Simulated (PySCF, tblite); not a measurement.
**C₄H₅BS₂Si: geometry, infrared bands and NMR shifts**

Wanted: the infrared bands and NMR shifts of C₄H₅BS₂Si (`C#CC1=CSB([SiH3])S1`), by calculation.

The runs use tblite 0.8.0 and PySCF 2.14.0, with density-fitted response routines of our own; the level of theory stands in each step. All values are computed, except where a source is named. Atoms are numbered from 0 throughout.

**1. The starting structure**

13 atoms, charge 0, multiplicity 1; geometry from: force field or distance geometry start.

Bonds of the start (Å): C0–C1 1.23, C1–C2 1.47, C2–C3 1.30, C3–S4 1.78, S4–B5 1.90, B5–Si6 1.93, B5–S7 1.89, S7–C2 1.77, C0–H8 1.05, C3–H9 1.09, Si6–H10 1.48, Si6–H11 1.48, Si6–H12 1.46.

**2. Relaxing the molecule with GFN2-xTB**

The job: settings as JSON, then the geometry in Å.

```
{"job": {"kind": "relax", "xc": "GFN2-xTB", "basis": "xTB"}, "charge": 0, "multiplicity": 1}
C      2.898300    -1.440700    -2.395600
C      2.171200    -0.795300    -1.639600
C      1.325000    -0.059100    -0.694700
C      1.069400     1.206200    -0.848300
S      0.010400     1.941500     0.380500
B     -0.771000     0.375600     1.132200
Si    -2.669300     0.031100     1.251800
S      0.578100    -0.867800     0.689900
H      3.495000    -1.997500    -3.061900
H      1.483400     1.805200    -1.666100
H     -3.021700    -1.375100     0.972900
H     -3.092800     0.323100     2.635600
H     -3.480500     0.853400     0.364400
```

The run is started by

```console
> OMP_NUM_THREADS=1 python probes_run.py task.json out
```

The driver reads the jobs from task.json and runs them one after another.

**Question.** This job is followed by: GFN2-xTB harmonic vibrations, gas phase; GIAO PBE0/pcSseg-1 NMR shielding, non-relativistic, gas phase. Predict these results of the whole session: strongest single infrared mode (GFN2-xTB); zero-point energy (GFN2-xTB); ¹³C shifts against TMS (PBE0/pcSseg-1); ¹H shifts against TMS (PBE0/pcSseg-1, means over atoms taken as alike); ³³S shifts against CS2 (PBE0/pcSseg-1); ¹¹B shifts against BF3·OEt2 (PBE0/pcSseg-1); ²⁹Si shifts against TMS (PBE0/pcSseg-1).

**Answer**, as computed:

```
                                                              quantity                         value
                             strongest single infrared mode (GFN2-xTB)          812 cm⁻¹, 520 km/mol
                                          zero-point energy (GFN2-xTB)                 44.5 kcal/mol
                                ¹³C shifts against TMS (PBE0/pcSseg-1)  149.0, 137.5, 93.7, 80.4 ppm
¹H shifts against TMS (PBE0/pcSseg-1, means over atoms taken as alike)          7.69, 3.88, 3.19 ppm
                                ³³S shifts against CS2 (PBE0/pcSseg-1)                  294, 251 ppm
                           ¹¹B shifts against BF3·OEt2 (PBE0/pcSseg-1)                      56.9 ppm
                               ²⁹Si shifts against TMS (PBE0/pcSseg-1)                    -117.8 ppm
```

**Reading.** The optimisation took 79 steps and gained 1.134 eV; among the close pairs (by a distance rule), S4–B5 changed most, from 1.905 to 1.795 Å. All 33 modes are real, so the xTB geometry is a minimum. GFN2-xTB is a fitted tight-binding method: band positions and strengths are rough. Its intensities can rank the bands wrongly. H9 (hydrogen on an alkene CH) lies farthest downfield among hydrogen, at 7.69 ppm; olefinic region. NICS(1)zz of -18 ppm above the planar ring from C2 marks a diatropic (aromatic) ring current.
